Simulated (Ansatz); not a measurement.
Born–Oppenheimer molecular dynamics of a periodic cell of 16 atoms, Ge (start crystal Ge, start structure diamond, volume 1.05 times the crystal's). It starts from a structure without forces on its atoms.

All numbers below come from Ansatz, DFT PBEsol, scalar-relativistic, plane waves, PAW. Settings: accuracy low, cutoff 420 eV, k mesh 2x2x2, fermi-dirac smearing 0.24 eV, no spin polarisation.

```
ensemble        : NVT, Langevin thermostat
time step       : 2.25 fs
steps asked     : 140
set temperature : 2800 K
friction        : 0.01 /fs
seed            : 827046
```

Frames 11.25 fs apart, positions in Å, forces in eV/Å.

Velocities at 112.5 fs (Å/ps):

```
Ge 4.05 7.62 4.07
Ge 0.38 0.60 9.45
Ge 8.12 3.40 12.39
Ge -7.23 -1.22 -11.82
Ge 0.79 0.13 -7.03
Ge -6.78 -1.76 0.59
Ge 2.13 6.18 3.37
Ge 2.13 10.00 -0.03
Ge 0.13 -7.44 -1.07
Ge -0.32 -4.38 3.44
Ge -5.04 -1.87 -1.36
Ge -9.18 -4.09 -3.72
Ge 0.72 -6.58 -6.50
Ge 1.56 -7.40 -2.71
Ge -1.55 -1.49 -3.12
Ge -3.55 5.80 -1.00
```

```xyz
16
Lattice="0.0000 5.7528 5.7528 5.7528 0.0000 5.7528 5.7528 5.7528 0.0000" Properties=species:S:1:pos:R:3:forces:R:3 time_fs=112.5 energy_less_start_eV=4.622 T=2382
Ge 0.605 0.403 0.121 -1.20 0.27 -0.76
Ge 1.884 1.534 1.870 -0.28 1.18 0.32
Ge 3.344 3.097 0.434 -0.67 -0.42 -0.41
Ge 4.643 4.897 1.479 0.90 -0.18 -0.09
Ge 3.069 -0.492 2.460 0.73 -0.34 0.69
Ge 4.612 1.602 3.885 -0.63 -0.93 1.10
Ge 5.968 3.307 2.914 0.40 0.25 -0.31
Ge 7.599 4.446 4.580 0.02 -0.03 -0.42
Ge -0.267 2.960 3.472 -0.17 -1.17 -1.07
Ge 1.319 4.316 4.438 1.76 0.82 0.24
Ge 2.612 5.704 2.446 -1.25 0.18 0.76
Ge 3.596 7.319 4.154 0.13 -0.22 0.38
Ge 2.577 2.581 5.804 1.66 0.97 -0.82
Ge 5.029 4.003 7.041 -1.39 -0.37 -0.03
Ge 5.262 5.521 5.157 0.53 0.48 -0.26
Ge 6.623 7.047 6.805 -0.54 -0.50 0.69
16
Lattice="0.0000 5.7528 5.7528 5.7528 0.0000 5.7528 5.7528 5.7528 0.0000" Properties=species:S:1:pos:R:3:forces:R:3 time_fs=123.8 energy_less_start_eV=4.836 T=2494
Ge 0.660 0.505 0.128 -1.22 -0.16 -0.84
Ge 1.923 1.570 1.947 -0.43 1.35 0.31
Ge 3.434 3.122 0.535 -1.54 -1.74 -1.35
Ge 4.585 4.899 1.361 1.58 1.36 0.91
Ge 3.084 -0.475 2.387 0.84 -0.70 0.79
Ge 4.544 1.587 3.863 -0.25 -0.37 0.80
Ge 5.987 3.392 2.932 -0.13 -0.04 -0.27
Ge 7.637 4.524 4.587 0.33 -0.21 -0.33
Ge -0.276 2.880 3.461 0.15 -0.78 -0.71
Ge 1.331 4.287 4.492 0.87 1.04 -0.16
Ge 2.503 5.684 2.453 -0.79 -0.10 0.29
Ge 3.510 7.274 4.116 0.34 0.10 0.75
Ge 2.559 2.557 5.704 1.84 0.51 -0.57
Ge 5.038 3.919 7.008 -1.31 -0.12 -0.26
Ge 5.276 5.502 5.109 0.22 0.44 -0.03
Ge 6.570 7.122 6.784 -0.52 -0.59 0.67
16
Lattice="0.0000 5.7528 5.7528 5.7528 0.0000 5.7528 5.7528 5.7528 0.0000" Properties=species:S:1:pos:R:3:forces:R:3 time_fs=135.0 energy_less_start_eV=5.276 T=2156
Ge 0.711 0.627 0.105 -1.11 -0.40 -0.77
Ge 1.935 1.641 2.018 -0.38 0.99 0.38
Ge 3.502 3.117 0.614 -2.02 -2.96 -1.68
Ge 4.559 4.905 1.271 2.10 2.85 1.40
Ge 3.100 -0.475 2.323 0.59 -0.61 0.82
Ge 4.470 1.595 3.841 -0.11 -0.19 0.61
Ge 5.951 3.465 2.951 -0.13 -0.03 -0.18
Ge 7.716 4.572 4.633 0.35 -0.26 -0.49
Ge -0.262 2.835 3.454 0.22 -0.58 -0.47
Ge 1.341 4.271 4.575 -0.15 1.85 -0.82
Ge 2.428 5.658 2.468 -0.63 -0.22 -0.16
Ge 3.447 7.245 4.067 0.57 0.31 0.98
Ge 2.547 2.588 5.584 2.00 -0.74 0.32
Ge 5.024 3.844 6.980 -1.16 0.09 -0.52
Ge 5.345 5.498 5.077 -0.14 0.28 0.05
Ge 6.485 7.180 6.757 -0.01 -0.38 0.52
16
Lattice="0.0000 5.7528 5.7528 5.7528 0.0000 5.7528 5.7528 5.7528 0.0000" Properties=species:S:1:pos:R:3:forces:R:3 time_fs=146.2 energy_less_start_eV=5.183 T=2218
Ge 0.747 0.731 0.084 -0.89 -0.37 -0.58
Ge 1.926 1.704 2.114 -0.32 0.65 0.29
Ge 3.551 3.018 0.635 -1.15 -2.19 -1.16
Ge 4.555 4.947 1.215 1.34 2.08 1.10
Ge 3.075 -0.468 2.240 0.36 -0.59 0.91
Ge 4.395 1.602 3.825 -0.05 -0.21 0.40
Ge 5.909 3.494 2.990 -0.08 0.22 -0.18
Ge 7.808 4.601 4.692 0.26 -0.17 -0.59
Ge -0.208 2.765 3.441 0.11 -0.35 -0.46
Ge 1.309 4.301 4.626 -0.72 2.18 -1.00
Ge 2.358 5.598 2.459 -0.41 0.05 -0.26
Ge 3.400 7.272 4.037 0.46 0.21 0.82
Ge 2.569 2.640 5.476 1.88 -1.54 0.96
Ge 4.973 3.803 6.943 -0.95 0.10 -0.47
Ge 5.381 5.465 5.019 -0.27 0.10 0.00
Ge 6.373 7.204 6.726 0.43 -0.16 0.21
16
Lattice="0.0000 5.7528 5.7528 5.7528 0.0000 5.7528 5.7528 5.7528 0.0000" Properties=species:S:1:pos:R:3:forces:R:3 time_fs=157.5 energy_less_start_eV=4.829 T=2414
Ge 0.760 0.807 0.036 -0.77 -0.16 -0.32
Ge 1.927 1.759 2.156 -0.34 0.18 0.28
Ge 3.576 2.830 0.617 0.17 -0.38 -0.64
Ge 4.565 5.019 1.228 0.29 0.46 0.36
Ge 3.086 -0.441 2.156 0.13 -0.44 1.02
Ge 4.331 1.599 3.814 0.08 -0.36 0.15
Ge 5.801 3.530 2.971 0.10 0.32 -0.03
Ge 7.914 4.609 4.753 0.15 -0.05 -0.60
Ge -0.185 2.713 3.391 -0.05 -0.13 -0.24
Ge 1.227 4.352 4.645 -0.41 1.27 -0.72
Ge 2.346 5.559 2.445 -0.44 0.26 -0.25
Ge 3.338 7.333 4.005 0.32 0.13 0.59
Ge 2.617 2.664 5.400 1.18 -1.03 0.96
Ge 4.900 3.758 6.903 -0.77 0.12 -0.62
Ge 5.391 5.437 4.944 -0.19 -0.12 0.03
Ge 6.272 7.198 6.685 0.57 -0.08 0.05
16
Lattice="0.0000 5.7528 5.7528 5.7528 0.0000 5.7528 5.7528 5.7528 0.0000" Properties=species:S:1:pos:R:3:forces:R:3 time_fs=168.8 energy_less_start_eV=4.907 T=2614
Ge 0.765 0.845 -0.059 -0.72 0.24 0.01
Ge 1.919 1.795 2.171 -0.14 -0.32 0.14
Ge 3.576 2.623 0.553 0.70 0.57 -0.28
Ge 4.561 5.074 1.259 -0.02 0.00 -0.48
Ge 3.099 -0.444 2.121 -0.16 -0.06 1.11
Ge 4.308 1.576 3.802 0.35 -0.58 -0.16
Ge 5.657 3.599 2.935 0.29 0.11 0.28
Ge 8.032 4.650 4.805 0.14 0.00 -0.48
Ge -0.145 2.682 3.327 -0.48 -0.03 0.07
Ge 1.158 4.407 4.638 0.17 0.04 -0.56
Ge 2.397 5.517 2.444 -0.70 0.36 -0.05
Ge 3.237 7.415 3.955 0.26 0.13 0.19
Ge 2.682 2.651 5.331 0.28 -0.19 0.95
Ge 4.802 3.719 6.877 -0.53 0.07 -0.76
Ge 5.383 5.399 4.904 -0.02 -0.26 0.08
Ge 6.150 7.191 6.666 0.58 -0.08 -0.06
16
Lattice="0.0000 5.7528 5.7528 5.7528 0.0000 5.7528 5.7528 5.7528 0.0000" Properties=species:S:1:pos:R:3:forces:R:3 time_fs=180.0 energy_less_start_eV=5.381 T=2648
Ge 0.774 0.882 -0.108 -0.63 0.44 0.09
Ge 1.905 1.794 2.207 0.37 -0.54 -0.14
Ge 3.562 2.443 0.491 0.50 0.81 -0.05
Ge 4.574 5.130 1.296 -0.03 0.33 -1.33
Ge 3.106 -0.466 2.108 -0.49 0.35 1.21
Ge 4.261 1.544 3.779 0.68 -0.83 -0.46
Ge 5.514 3.654 2.908 0.47 -0.45 0.65
Ge 8.141 4.706 4.863 0.15 0.00 -0.33
Ge -0.142 2.639 3.236 -0.85 0.22 0.50
Ge 1.103 4.440 4.627 0.31 -0.68 -0.68
Ge 2.454 5.499 2.442 -0.95 0.20 0.25
Ge 3.126 7.478 3.885 0.19 0.23 -0.05
Ge 2.751 2.683 5.260 -0.27 0.34 1.08
Ge 4.694 3.716 6.862 -0.07 -0.09 -0.96
Ge 5.360 5.360 4.839 0.13 -0.18 0.33
Ge 6.003 7.210 6.638 0.50 -0.15 -0.10
16
Lattice="0.0000 5.7528 5.7528 5.7528 0.0000 5.7528 5.7528 5.7528 0.0000" Properties=species:S:1:pos:R:3:forces:R:3 time_fs=191.2 energy_less_start_eV=5.844 T=2300
Ge 0.763 0.938 -0.162 -0.47 0.41 0.07
Ge 1.869 1.777 2.263 0.96 -0.47 -0.73
Ge 3.584 2.342 0.404 -0.44 0.73 0.01
Ge 4.583 5.184 1.308 -0.10 0.81 -1.96
Ge 3.103 -0.453 2.107 -0.72 0.67 1.25
Ge 4.207 1.497 3.769 1.00 -0.94 -0.60
Ge 5.365 3.719 2.917 0.49 -1.15 0.91
Ge 8.253 4.787 4.894 0.12 -0.01 -0.20
Ge -0.175 2.626 3.179 -1.13 0.29 0.73
Ge 1.050 4.449 4.621 0.19 -0.72 -0.74
Ge 2.487 5.487 2.482 -1.00 -0.34 0.23
Ge 2.993 7.527 3.740 0.28 0.75 0.39
Ge 2.768 2.731 5.170 -0.49 0.56 1.20
Ge 4.556 3.705 6.865 0.43 -0.29 -1.22
Ge 5.376 5.369 4.781 0.21 0.00 0.68
Ge 5.885 7.223 6.622 0.67 -0.30 -0.02
16
Lattice="0.0000 5.7528 5.7528 5.7528 0.0000 5.7528 5.7528 5.7528 0.0000" Properties=species:S:1:pos:R:3:forces:R:3 time_fs=202.5 energy_less_start_eV=6.118 T=2623
Ge 0.730 0.985 -0.191 -0.35 0.26 0.00
Ge 1.861 1.811 2.278 0.88 -0.31 -0.88
Ge 3.616 2.268 0.317 -1.73 1.00 -0.22
Ge 4.570 5.272 1.298 -0.10 1.00 -2.15
Ge 3.066 -0.430 2.139 -0.71 0.64 1.07
Ge 4.162 1.421 3.794 1.26 -0.90 -0.64
Ge 5.233 3.799 2.932 0.30 -1.64 0.85
Ge 8.313 4.867 4.904 0.09 -0.04 -0.11
Ge -0.235 2.641 3.175 -0.98 0.11 0.54
Ge 1.010 4.446 4.601 0.06 -0.46 -0.64
Ge 2.495 5.479 2.537 -0.86 -0.84 0.15
Ge 2.871 7.578 3.628 0.31 1.20 0.72
Ge 2.784 2.779 5.088 -0.60 0.76 1.21
Ge 4.464 3.713 6.846 0.61 -0.31 -1.11
Ge 5.420 5.389 4.747 0.34 0.16 0.92
Ge 5.755 7.218 6.574 1.47 -0.62 0.29
16
Lattice="0.0000 5.7528 5.7528 5.7528 0.0000 5.7528 5.7528 5.7528 0.0000" Properties=species:S:1:pos:R:3:forces:R:3 time_fs=213.8 energy_less_start_eV=6.105 T=2118
Ge 0.720 1.072 -0.233 -0.29 0.03 -0.13
Ge 1.872 1.847 2.277 0.51 -0.11 -0.80
Ge 3.604 2.183 0.254 -2.89 1.29 -0.61
Ge 4.529 5.421 1.252 0.05 0.70 -1.66
Ge 3.004 -0.416 2.211 -0.48 0.22 0.62
Ge 4.157 1.318 3.806 1.18 -0.44 -0.28
Ge 5.122 3.893 2.958 -0.11 -1.68 0.01
Ge 8.344 4.919 4.893 0.00 -0.15 0.07
Ge -0.309 2.656 3.180 -0.60 -0.08 0.34
Ge 0.978 4.447 4.571 -0.16 -0.06 -0.45
Ge 2.489 5.456 2.591 -0.63 -1.04 0.12
Ge 2.766 7.635 3.517 0.26 1.36 0.87
Ge 2.771 2.815 5.014 -0.22 0.54 0.92
Ge 4.415 3.712 6.827 0.42 -0.09 -0.95
Ge 5.454 5.377 4.745 0.53 0.40 1.30
Ge 5.660 7.209 6.525 2.43 -0.90 0.63
16
Lattice="0.0000 5.7528 5.7528 5.7528 0.0000 5.7528 5.7528 5.7528 0.0000" Properties=species:S:1:pos:R:3:forces:R:3 time_fs=225.0 energy_less_start_eV=5.721 T=3134
Ge 0.690 1.183 -0.283 -0.17 -0.14 -0.18
Ge 1.925 1.880 2.256 0.08 0.06 -0.57
Ge 3.542 2.137 0.186 -2.58 1.18 -0.65
Ge 4.476 5.599 1.210 0.13 0.37 -0.98
Ge 2.937 -0.433 2.284 -0.29 -0.11 0.14
Ge 4.178 1.212 3.812 0.97 0.04 0.02
Ge 4.989 3.950 2.994 -0.44 -1.18 -0.42
Ge 8.372 4.919 4.886 -0.11 -0.27 0.35
Ge -0.370 2.666 3.188 -0.20 -0.28 0.21
Ge 0.943 4.474 4.527 -0.33 0.11 -0.16
Ge 2.479 5.394 2.659 -0.33 -0.91 0.02
Ge 2.686 7.666 3.420 0.18 1.22 0.76
Ge 2.770 2.849 4.957 0.08 0.32 0.57
Ge 4.404 3.701 6.821 0.19 0.10 -0.83
Ge 5.525 5.413 4.761 0.69 -0.04 0.84
Ge 5.622 7.157 6.460 2.13 -0.46 0.89
16
Lattice="0.0000 5.7528 5.7528 5.7528 0.0000 5.7528 5.7528 5.7528 0.0000" Properties=species:S:1:pos:R:3:forces:R:3 time_fs=236.2 energy_less_start_eV=5.508 T=2759
Ge 0.649 1.320 -0.344 -0.06 -0.27 -0.19
Ge 1.977 1.929 2.189 -0.26 0.10 -0.26
Ge 3.468 2.120 0.085 -1.51 0.88 -0.52
Ge 4.425 5.763 1.166 0.05 0.05 -0.37
Ge 2.894 -0.428 2.321 -0.33 -0.29 -0.18
Ge 4.193 1.121 3.787 0.87 0.36 0.27
Ge 4.829 3.951 3.090 -0.37 -0.42 -0.39
Ge 8.360 4.889 4.901 -0.11 -0.31 0.46
Ge -0.436 2.693 3.174 0.21 -0.34 0.33
Ge 0.995 4.514 4.513 -1.01 0.14 0.17
Ge 2.467 5.334 2.734 0.16 -0.53 -0.41
Ge 2.611 7.702 3.315 0.13 0.96 0.52
Ge 2.775 2.856 4.909 0.38 0.04 0.47
Ge 4.392 3.706 6.817 0.00 0.14 -0.85
Ge 5.646 5.493 4.788 0.69 -1.28 -0.62
Ge 5.631 7.106 6.398 1.17 0.77 1.58
```

Of the whole run (315 fs, mean temperature of the second half 2439 K): The mean temperature of the second half is 13 % below the set value. A run of 0.32 ps of so small a system gives no equilibrium averages. Limits of this set-up: coarse k mesh, low accuracy level.

The run took 18 min on 2 threads of Intel(R) Xeon(R) 6975P-C (Granite Rapids), on a shared host, peak memory 1.3 GiB.
